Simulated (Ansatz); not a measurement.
# Cl2H4OSi: the cost of one run

Method: RKS revPBE-D4/def2-SVP, in Ansatz 0.2.0.

**1. Starting point**

Bond lengths: Si1–O2 2.062 Å, Si1–Cl3 2.016 Å, Si1–Cl4 2.019 Å, Si1–H5 1.460 Å, O2–H8 0.966 Å. Angles: Si1–O2–H8 131.3°, O2–Si1–Cl3 114.7°, O2–Si1–Cl4 120.1°, O2–Si1–H5 91.1°, Cl3–Si1–Cl4 118.2°, Cl3–Si1–H5 103.4°, Cl4–Si1–H5 101.9°.

Structure file:

```xyz
8

Si   -0.5427   -0.1811   -0.4516
O     1.0047    0.8072    0.4873
Cl    0.0222   -1.7602   -1.5702
Cl   -2.3803   -0.2143    0.3845
H    -0.6751    0.8956   -1.4285
H     0.8870   -0.2350    1.2267
H     0.2157   -0.9370    1.0885
H     1.4685    1.6248    0.2633
```

**2. Pulling towards end A**

Springs on the bonds that form and break draw the guess towards this end; the thresholds are loose.

The input, input.yaml:

```yaml
crystal:
  periodic: [false, false, false]
  atoms:
    - { symbol: Si, position_ang: [-0.5427, -0.1811, -0.4516] }
    - { symbol: O, position_ang: [1.0047, 0.8072, 0.4873] }
    - { symbol: Cl, position_ang: [0.0222, -1.7602, -1.5702] }
    - { symbol: Cl, position_ang: [-2.3803, -0.2143, 0.3845] }
    - { symbol: H, position_ang: [-0.6751, 0.8956, -1.4285] }
    - { symbol: H, position_ang: [0.887, -0.235, 1.2267] }
    - { symbol: H, position_ang: [0.2157, -0.937, 1.0885] }
    - { symbol: H, position_ang: [1.4685, 1.6248, 0.2633] }
basis:
  gaussian: { orbitals: def2-SVP }
hamiltonian:
  xc: revpbe
  dispersion: d4
relax:
  f_tol: 0.15
  max_steps: 25
  restrain:
    - { distance: [0, 6], at: 2.72, k: 30.0 }
    - { distance: [5, 1], at: 2.27, k: 30.0 }
    - { distance: [0, 1], at: 1.77, k: 30.0 }
    - { distance: [5, 6], at: 0.62, k: 30.0 }
```

Command:

```
ansatz run input.yaml --threads 2 --pin off --max-ram 3072MiB --backend cpu --events-out ev --progress --plain --runs-dir out
```

What time and memory should one allow on 2 threads of Arm Neoverse V1, shared host?

About 16 s, with a peak of 0.13 GiB.
